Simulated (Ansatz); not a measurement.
# TiSi2: the cost of one run

Computed with Ansatz 0.2.0 (DFT PBE, scalar-relativistic, plane waves, PAW, unless a step's input says otherwise).

2 further runs of the same task are left out: 1 that didn't finish, 1 set aside as unsound or not needed. Runs told in other sessions of the task aren't counted.

## 1. Starting point

Symmetry: Cmcm, No. 63, orthorhombic system. Conventional cell: a = 3.548 Å, b = 13.558 Å, c = 3.579 Å, α = 90.00°, β = 90.00°, γ = 90.00°. Around Ti (site symmetry m2m) lie 10 Si at 2.59 to 2.83 Å. Si (site symmetry m2m) has 2 Si at 2.40 Å and 6 Ti at 2.59 to 2.83 Å in its first shell of neighbours. Si (site symmetry m2m) has 4 Si at 2.52 Å and 4 Ti at 2.67 Å in its first shell of neighbours.

As a file:

```cif
data_structure
_symmetry_space_group_name_H-M 'Cmcm'
_symmetry_Int_Tables_number 63
_cell_length_a 3.5484
_cell_length_b 13.5580
_cell_length_c 3.5786
_cell_angle_alpha 90.000
_cell_angle_beta 90.000
_cell_angle_gamma 90.000
_cell_volume 172.17
loop_
_atom_site_label
_atom_site_type_symbol
_atom_site_symmetry_multiplicity
_atom_site_Wyckoff_symbol
_atom_site_fract_x
_atom_site_fract_y
_atom_site_fract_z
_atom_site_occupancy
Ti1 Ti 4 c 0.50000 0.60312 0.75000 1
Si1 Si 4 c 0.50000 0.94077 0.75000 1
Si2 Si 4 c 0.00000 0.75023 0.75000 1
```

It is the end of an earlier relaxation with the same method, from a generated guess; it is a trial structure. At a tolerance of 0.05 Å it has space group Cmcm (No. 63); it has 14.35 Å³/atom, an uncorrected energy of -0.57 eV/atom over the elements.

## 2. Bands, states and charges

Contents of input.yaml:

```yaml
crystal:
  lattice:
    - [1.7742224736, -6.7790018165, 0.0]
    - [1.7742224736, 6.7790018165, 0.0]
    - [0.0, 0.0, 3.5785891357]
  atoms:
    - { symbol: Ti, position: [0.8968761, 0.1031239, 0.75] }
    - { symbol: Ti, position: [0.1031239, 0.8968761, 0.25] }
    - { symbol: Si, position: [0.5592313084, 0.4407686916, 0.75] }
    - { symbol: Si, position: [0.4407686916, 0.5592313084, 0.25] }
    - { symbol: Si, position: [0.2497728348, 0.7502271652, 0.75] }
    - { symbol: Si, position: [0.7502271652, 0.2497728348, 0.25] }
basis:
  ecutwfc: 420
kpoints:
  mp_grid: { grid: [12, 12, 10] }
  band_path:
    path:
      - [[0.0, 0.0, 0.0], [-0.5, 0.5, 0.0], [-0.26712477, 0.73287523, 0.0]]
      - [[0.26712477, 0.26712477, 0.0], [0.0, 0.0, 0.0], [0.0, 0.0, 0.5], [0.26712477, 0.26712477, 0.5]]
      - [[-0.26712477, 0.73287523, 0.5], [-0.5, 0.5, 0.5], [-0.5, 0.5, 0.0]]
      - [[0.0, 0.0, 0.0], [0.0, 0.5, 0.0], [0.0, 0.5, 0.5], [0.0, 0.0, 0.5], [-0.5, 0.5, 0.5]]
    npoints: 14
hamiltonian:
  xc: pbe
scf:
  occupations: { method: gaussian, width: 0.1 }
  n_extra_bands: 15
output:
  forces: true
  stress: true
  eigenvalues: true
  populations: true
  dos: { projected: true, de: 0.02, nscf_kmesh: { grid: [15, 15, 12] } }
  bader: true
  write_density: true
  write_potential: true
  elf: true
  volumetric_format: npy
```

Started as:

```sh
> ansatz run input.yaml --threads 1 --pin off --max-ram 2560MiB --backend cpu --events-out ev --progress --plain --runs-dir out
```

Q: Estimate wall time and peak memory on 1 thread of Arm Neoverse V1, shared host.

About 2.8 min, with a peak of 1.1 GiB.
